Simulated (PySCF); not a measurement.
# Al2H4O5 ([(OH)2Al]2O): the cost of one run

Programs: PySCF 2.14.0, with density-fitted response routines of our own. Each step states its level of theory. These are calculated values for one molecule in the gas phase, unless marked as measured. Atoms are numbered from 0 throughout.

## (1) The molecule as given

11 atoms, charge 0, multiplicity 1; geometry from: GFN2-xTB. The atoms were then displaced at random by about 0.03 Å, so the start is not that level's minimum.

Bonds of the start (Å): Al0–O1 1.61, Al0–O2 1.76, Al0–O3 1.60, O1–H7 0.95, O2–H8 0.99, O3–Al4 1.75, Al4–O5 1.64, Al4–O6 1.64, O5–H9 0.97, O6–H10 0.89.

## (2) Relaxing the molecule at PBE0-D3(BJ)/def2-SVP

What the job is given:

```
{"job": {"xc": "PBE0", "basis": "def2-SVP", "d3": "d3bj", "grid": 1, "maxiter": 40, "shake": 0.03, "kind": "geom"}, "charge": 0, "multiplicity": 1}
Al     0.448360     1.294610     0.751260
O      1.148140     1.439290     2.195710
O     -0.098760     2.735110    -0.108320
O      0.093190    -0.079350     0.007950
Al    -0.450450    -1.490360    -0.863980
O     -1.653570    -2.453210    -0.296450
O      0.350460    -1.927470    -2.224600
H      1.560100     0.879520     2.840920
H      0.032450     3.694060     0.098410
H     -2.285010    -2.548300     0.439340
H      0.953150    -1.629410    -2.809350
```

On the command line:

```
OMP_NUM_THREADS=1 python probes_run.py task.json out
```

One launch serves the whole session: the jobs run in the order shown.

Q: Estimate the wall time and peak memory of this first job on 1 thread of Arm Neoverse V1, shared host.

About 87 s, with a peak of 0.49 GiB.
